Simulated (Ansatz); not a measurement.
# GdCl3: the cost of one run

Computed with Ansatz 0.2.0 (DFT LDA without U, plane waves, PAW, no spin–orbit coupling unless a run says so, unless a step's input says otherwise).

## Step 1: The system as given

Symmetry: P6_3/m, No. 176, hexagonal system. Conventional cell: a = 7.264 Å, b = 7.264 Å, c = 4.217 Å, α = 90.00°, β = 90.00°, γ = 120.00°. Gd (site symmetry -6) has 9 Cl at 2.86 to 2.87 Å as nearest neighbours. Around Cl (site symmetry m) lie 3 Gd at 2.86 to 2.87 Å.

Structure file:

```cif
data_structure
_symmetry_space_group_name_H-M 'P6_3/m'
_symmetry_Int_Tables_number 176
_cell_length_a 7.2643
_cell_length_b 7.2643
_cell_length_c 4.2173
_cell_angle_alpha 90.000
_cell_angle_beta 90.000
_cell_angle_gamma 120.000
_cell_volume 192.73
loop_
_atom_site_label
_atom_site_type_symbol
_atom_site_symmetry_multiplicity
_atom_site_Wyckoff_symbol
_atom_site_fract_x
_atom_site_fract_y
_atom_site_fract_z
_atom_site_occupancy
Gd1 Gd 2 c 0.33333 0.66667 0.25000 1
Cl1 Cl 6 h 0.38580 0.30090 0.25000 1
```

An earlier series on this cell reached its lowest free state from «ferromagnetic start, free, symmetry kept, no search», perhaps among other starts.

## Step 2: Total moment locked, 15.40 μB per cell

Input file input.yaml:

```yaml
crystal:
  lattice:
    - [7.26433142, 0.0, 0.0]
    - [-3.63216571, 6.29109555, 0.0]
    - [0.0, 0.0, 4.21727476]
  atoms:
    - { symbol: Gd, position: [0.3333333333, 0.6666666667, 0.25], spin: 7.7 }
    - { symbol: Gd, position: [0.6666666667, 0.3333333333, 0.75], spin: 7.7 }
    - { symbol: Cl, position: [0.3858, 0.3009, 0.25] }
    - { symbol: Cl, position: [0.6991, 0.0849, 0.25] }
    - { symbol: Cl, position: [0.9151, 0.6142, 0.25] }
    - { symbol: Cl, position: [0.6142, 0.6991, 0.75] }
    - { symbol: Cl, position: [0.3009, 0.9151, 0.75] }
    - { symbol: Cl, position: [0.0849, 0.3858, 0.75] }
basis:
  ecutwfc: 420
  ecutrho_ratio: 4
kpoints:
  mp_grid: { grid: [3, 3, 5] }
hamiltonian:
  xc: lda
scf:
  occupations: { method: gaussian, width: 0.05 }
  lower_state_search: "off"
  max_iter: 150
output:
  forces: true
  stress: true
  eigenvalues: true
  populations: true
  hubbard: { sites: [{ site: 0, l: f }, { site: 1, l: f }] }
magnetization:
  spin_polarized: true
  initial_magnetization: 15.4
  spin_locking: { lock_magnetization: hard }
```

The lock stays on to the end, so the result is a constrained state.

Started as:

```bash
$ ansatz run input.yaml --threads 8 --pin off --max-ram 12288MiB --backend cpu --events-out ev --progress --plain --runs-dir out
```

**Question.** How long does this run take on 8 threads of Arm Neoverse N1, shared host, and how much memory does it need?

About 7.9 s, with a peak of 0.92 GiB.
